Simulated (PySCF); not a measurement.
# AsBr⁺: spin, charge, geometry and surroundings

Aim: change spin, charge, geometry, field or solvent of AsBr⁺, one at a time, and compare with the base run.

Method: each script names its method and basis; program: PySCF 2.14.0.

5 further runs of the same task are left out: 5 that didn't finish.

## 1. Starting geometry

AsBr⁺: 2 atoms, charge 1, spin multiplicity 2.

Bond lengths: As1–Br2 2.390 Å.

## 2. The base run

input.py

```python
from pyscf import gto, dft

mol = gto.M(
    atom='As 0 0 0; Br 0 0 2.39',
    basis='lanl2dz',
    ecp={'As': 'lanl2dz', 'Br': 'lanl2dz'},
    charge=1,
    spin=1,
    verbose=4,
)
mf = dft.UKS(mol, xc='wb97x')
mf.kernel()
mf.mulliken_pop()
mf.dip_moment()
print('orbital energies (hartree):', [e[max(0, n-3):n+3].round(4) for e, n in zip(mf.mo_energy, mol.nelec)])
```

Command:

```bash
OMP_NUM_THREADS=1 python input.py
```

The log of this run is left out.

Base result: E(SCF) = -18.894367 Eh, ⟨S²⟩ = 0.764.

The bond length is a typed value, not an optimised one. The dipole of an ion depends on the origin.

## 3. Lengths in bohr

Run 1 changes length unit: angstrom → bohr; bond length: 2.39 Å → 2.39 bohr.

input.py

```python
from pyscf import gto, dft

mol = gto.M(
    atom='As 0 0 0; Br 0 0 2.39',
    basis='lanl2dz',
    ecp={'As': 'lanl2dz', 'Br': 'lanl2dz'},
    charge=1,
    spin=1,
    unit='bohr',
    verbose=4,
)
mf = dft.UKS(mol, xc='wb97x')
mf.kernel()
mf.mulliken_pop()
mf.dip_moment()
print('orbital energies (hartree):', [e[max(0, n-3):n+3].round(4) for e, n in zip(mf.mo_energy, mol.nelec)])
```

Command:

```bash
OMP_NUM_THREADS=1 python input.py
```

## 4. Bond 0.1 Å

Run 2 changes bond length: 2.39 Å → 0.1 Å.

Changes to input.py since step 2:

```diff
@@ -3,3 +3,3 @@
 mol = gto.M(
-    atom='As 0 0 0; Br 0 0 2.39',
+    atom='As 0 0 0; Br 0 0 0.1',
     basis='lanl2dz',
```

## 5. Bond 2.462 Å

Run 3 changes bond length: 2.39 Å → 2.462 Å.

Changes to input.py since step 2:

```diff
@@ -3,3 +3,3 @@
 mol = gto.M(
-    atom='As 0 0 0; Br 0 0 2.39',
+    atom='As 0 0 0; Br 0 0 2.462',
     basis='lanl2dz',
```

## 6. Charge +3

Run 4 changes charge: 1 → 3.

Changes to input.py since step 2:

```diff
@@ -6,3 +6,3 @@
     ecp={'As': 'lanl2dz', 'Br': 'lanl2dz'},
-    charge=1,
+    charge=3,
     spin=1,
```

## 7. PCM, ε = 32.6

Run 5 changes solvent: none (gas phase) → PCM, ε = 32.6.

Changes to input.py since step 2:

```diff
@@ -1,2 +1,2 @@
-from pyscf import gto, dft
+from pyscf import gto, dft, solvent
 
@@ -11,2 +11,4 @@
 mf = dft.UKS(mol, xc='wb97x')
+mf = solvent.PCM(mf)
+mf.with_solvent.eps = 32.6
 mf.kernel()
```

What does the calculation give? Wanted: for each run, E(SCF); from base; gap, α spin.

As calculated:

| run | E(SCF) (hartree) | from base (eV) | cycles | gap, α spin (eV) |
| --- | --- | --- | --- | --- |
| base | -18.894367 | 0 | 25 | 6.25 |
| lengths in bohr (poor choice) | -17.163905 | not comparable | 9 | 6.41 |
| bond 0.1 Å (poor choice) | 148.919517 | +4566.4484 | 12 | 5.02 |
| bond 2.462 Å | -18.890099 | +0.1161 | 16 | 6.19 |
| charge +3 | -17.338020 | +42.3504 | 14 | 8.73 |
| PCM, ε = 32.6 | -19.006216 | -3.0436 | 23 | 6.54 |

The largest comparable shift of the SCF energy, +4566.448 eV, comes with the run “bond 0.1 Å”. A continuum solvent with ε = 32.6 lowers the energy by 3.044 eV, a large gain because the system is charged. Rows marked «poor choice» come from settings spoiled on purpose.
